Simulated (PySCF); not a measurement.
# CH7FN2SSi: the cost of one run

The runs use PySCF 2.14.0, with density-fitted response routines of our own; the level of theory stands in each step. All values are computed, except where a source is named. Atoms are numbered from 0 throughout.

**1. Starting geometry**

13 atoms, charge 0, multiplicity 1; geometry from: GFN2-xTB. The atoms were then displaced at random by about 0.01 Å, so the start is not that level's minimum.

Bonds of the start (Å): C0–S1 1.84, S1–Si2 2.15, Si2–N3 1.67, Si2–N4 1.71, Si2–F5 1.63, C0–H6 1.10, C0–H7 1.09, C0–H8 1.04, N3–H9 1.02, N3–H10 1.03, N4–H11 0.99, N4–H12 1.03.

**2. Geometry optimisation at PBE0-D3(BJ)/def2-SVP**

The job: settings as JSON, then the geometry in Å.

```
{"job": {"xc": "PBE0", "basis": "def2-SVP", "d3": "d3bj", "grid": 1, "shake": 0.01, "kind": "geom"}, "charge": 0, "multiplicity": 1}
C      2.146640    -0.907380    -0.070030
S      0.432850    -1.568770    -0.041740
Si    -0.690890     0.213750     0.406770
N     -2.277050    -0.075500     0.827450
N     -0.364430     1.324930    -0.857280
F     -0.062840     0.917070     1.731200
H      2.199880    -0.110260    -0.831950
H      2.383860    -0.472060     0.897900
H      2.789500    -1.699040    -0.295310
H     -2.881480    -0.628220     0.217580
H     -2.516790    -0.334990     1.794270
H     -0.442840     1.033470    -1.796400
H     -0.710590     2.290110    -0.749960
```

The run is started by

```console
$ OMP_NUM_THREADS=1 python probes_run.py task.json out
```

The driver reads the jobs from task.json and runs them one after another.

Q: Estimate the wall time and peak memory of this first job on 1 thread of Arm Neoverse V1, shared host.

About 3.4 min, with a peak of 0.53 GiB.
